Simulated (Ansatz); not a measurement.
# CH₃F₄NW: up Jacob's ladder to CCSD(T)

One table from this session's results is given with a row withheld; the runs are named, their logs left out.

Method: functionals in def2-TZVPP, the program's frozen cores in correlated methods; program: Ansatz 0.2.0, Gaussian basis.

Plan: LDA (SPW92), PBE-D4, revPBE-D4, BLYP-D4, r2SCAN-D4, B97M-V, PBE0-D4, B3LYP-D4, r2SCANh-D4, r2SCAN0-D4, HSE06-D4, BHLYP-D4, CAM-B3LYP-D4, LC-ωPBE, ωB97X-V, ωB97M-V, B2PLYP, PBE-QIDH; CCSD(T)/def2-SVP; MP2/def2-TZVPP; MP2/def2-QZVPP; RPA on PBE.

1 further run of the same task is left out (for a known fault of the program). Runs told in other sessions of the task aren't counted.

### Structure used throughout

The geometry comes from an earlier relaxation with PBE0-D4 in a triple-zeta def2 set; it is a stationary point, not always the lowest conformer. W takes the def2 core potential; no spin-orbit term is included.

10 atoms, charge 0, spin multiplicity 1.

Atoms are counted from 1 here; the program's logs count them from 0.

Bond lengths: C1–N2 1.416 Å, C1–H8 1.093 Å, C1–H9 1.093 Å, C1–H10 1.093 Å, N2–W3 1.702 Å, W3–F4 1.866 Å, W3–F5 1.866 Å, W3–F6 1.866 Å, W3–F7 1.866 Å. Angles: N2–C1–H8 110.0°, N2–C1–H9 109.9°, N2–C1–H10 110.0°, H8–C1–H9 109.0°, H8–C1–H10 109.0°, H9–C1–H10 109.0°, C1–N2–W3 179.8°, N2–W3–F4 104.6°, N2–W3–F5 104.5°, N2–W3–F6 104.5°, N2–W3–F7 104.4°, F4–W3–F5 86.4°, F4–W3–F6 86.4°, F4–W3–F7 151.0°, F5–W3–F6 151.0°, F5–W3–F7 86.4°, F6–W3–F7 86.4°.

The first run:

Contents of in.yaml:

```yaml
crystal:
  periodic: [false, false, false]
  atoms:
    - {symbol: C, position_ang: [0.574900, -1.677897, -0.182482]}
    - {symbol: N, position_ang: [0.119763, -0.345114, -0.036309]}
    - {symbol: W, position_ang: [-0.420939, 1.259357, 0.138606]}
    - {symbol: F, position_ang: [-2.275114, 1.152488, -0.039345]}
    - {symbol: F, position_ang: [-0.412335, 1.946470, -1.595883]}
    - {symbol: F, position_ang: [-0.726274, 1.453410, 1.968876]}
    - {symbol: F, position_ang: [1.137694, 2.247311, 0.412656]}
    - {symbol: H, position_ang: [0.350985, -2.040569, -1.188983]}
    - {symbol: H, position_ang: [1.655036, -1.722668, -0.020826]}
    - {symbol: H, position_ang: [0.079385, -2.323990, 0.546691]}
basis:
  gaussian: {orbitals: def2-TZVPP}
hamiltonian: {xc: lda}
output: {orbitals: {seedname: orbitals}}
```

The run is started by

```console
> ansatz run in.yaml --threads 4 --pin off --events-out ev --progress --plain --max-ram 11315MiB
```

Steps of the session up to this table: LDA; PBE-D4 (GGA); revPBE-D4 (GGA); BLYP-D4 (GGA); r2SCAN-D4 (meta-GGA); B97M-V (meta-GGA); PBE0-D4 (hybrid); B3LYP-D4 (hybrid); r2SCANh-D4 (hybrid); r2SCAN0-D4 (hybrid); HSE06-D4 (hybrid); BHLYP-D4 (hybrid); CAM-B3LYP-D4 (range-separated); LC-ωPBE (range-separated); ωB97X-V (range-separated); ωB97M-V (range-separated); B2PLYP (double hybrid); PBE-QIDH (double hybrid).

One of the session's tables, all rows but one given; the rest of the session is left out.

It belongs to the step «Orbital energies across the functionals». 

```
  functional  HOMO (eV)  LUMO (eV)  gap (eV)
 LDA (SPW92)      -7.84      -4.00      3.84
      PBE-D4      -7.65      -3.72      3.93
   revPBE-D4      -7.57      -3.61      3.96
     BLYP-D4      -7.55      -3.64      3.91
   r2SCAN-D4      -7.99      -3.68      4.31
      B97M-V      -8.06      -3.66      4.40
     PBE0-D4      -9.17      -2.93      6.23
    B3LYP-D4      -8.93      -3.19      5.74
  r2SCANh-D4      -8.56      -3.37      5.18
  r2SCAN0-D4      -9.40      -2.89      6.51
    HSE06-D4      -8.76      -3.32      5.44
    BHLYP-D4     -10.57      -1.97      8.60
CAM-B3LYP-D4     -10.57      -1.79      8.77
     LC-ωPBE          ?          ?         ?
     ωB97X-V     -11.52      -0.60     10.92
     ωB97M-V     -11.44      -0.63     10.81
```

Q: Estimate the row for LC-ωPBE from the others.

As computed: HOMO (eV): -11.86; LUMO (eV): -0.49; gap (eV): 11.37. In the column «HOMO (eV)» it is the lowest.
